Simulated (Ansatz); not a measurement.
# YSe2 (fluorite): from the first guess to the electronic structure

What volume does YSe2 (fluorite) take, and is it a metal or an insulator at this level? The pressure is brought towards zero step by step, and the electronic structure follows. The start comes from a prototype table, not from a measured structure.

Computed with Ansatz 0.2.0 (DFT PBE, scalar-relativistic, plane waves, PAW, unless a step's input says otherwise).

1 further run of the same task is left out (set aside as unsound or not needed).

## 1. The structure to begin with

It takes space group Fm-3m (No. 225, cubic). Conventional cell: a = 6.857 Å, b = 6.857 Å, c = 6.857 Å, α = 90.00°, β = 90.00°, γ = 90.00°. Y (site symmetry m-3m) has 8 Se at 2.97 Å as nearest neighbours. Se (site symmetry -43m) is surrounded by 4 Y at 2.97 Å.

Coordinates:

```
Y Se
1.0
     0.00000    3.42863    3.42863
     3.42863    0.00000    3.42863
     3.42863    3.42863    0.00000
Y Se
1 2
Direct
  0.00000 0.00000 0.00000
  0.25000 0.25000 0.25000
  0.75000 0.75000 0.75000
```

## 2. At the starting volume

Contents of input.yaml:

```yaml
crystal:
  lattice:
    - [0.0, 3.4286292146, 3.4286292146]
    - [3.4286292146, 0.0, 3.4286292146]
    - [3.4286292146, 3.4286292146, 0.0]
  atoms:
    - { symbol: "Y", position: [0.0, 0.0, 0.0] }
    - { symbol: Se, position: [0.25, 0.25, 0.25] }
    - { symbol: Se, position: [0.75, 0.75, 0.75] }
basis:
  ecutwfc: 420
  ecutrho_ratio: 4
kpoints:
  mp_grid: { grid: [8, 8, 8] }
hamiltonian:
  xc: pbe
scf:
  occupations: { method: gaussian, width: 0.05 }
output:
  forces: true
  stress: true
  eigenvalues: true
```

Command:

```console
$ ansatz run input.yaml --threads 2 --pin off --max-ram 2662MiB --backend cpu --events-out ev --progress --plain --runs-dir out
```

The runs that follow: Next volume: 26.978 Å³/atom; Next volume: 26.889 Å³/atom; Bands and density of states at the final cell.

**Question.** What will these runs give? Wanted: space group; conventional cell; volume; pressure; gap; states at the Fermi level; Bader charges; highest ELF outside the cores.

**Answer**, as computed:

| quantity | value |
| --- | --- |
| space group | Fm-3m (No. 225) |
| conventional cell | a = 6.859 Å, b = 6.859 Å, c = 6.859 Å, α = 90.00°, β = 90.00°, γ = 90.00° |
| volume | 26.889 Å³/atom |
| pressure | 0.00 GPa |
| gap | none (metal) |
| states at the Fermi level | about 2.3 (mean within 0.5 eV; 3.4 at the level itself) per eV per cell |
| Bader charges | Y +1.87; Se -0.93 e |
| highest ELF outside the cores | 0.83, about 1.0 Å from Se |

**Reading.** The last run holds the volume at 26.89 Å³/atom, where the pressure is zero within 0.01 GPa. Bands cross the Fermi level, so it is a metal at this level; the largest share of the states at the Fermi level is Se 4p (88 % of the projected weight). Y gives up the most charge, +1.87 e by Bader's partition. Spin polarisation wasn't allowed in this run. A separate test found that a distortion of this cell lowers its energy, so it is no minimum.
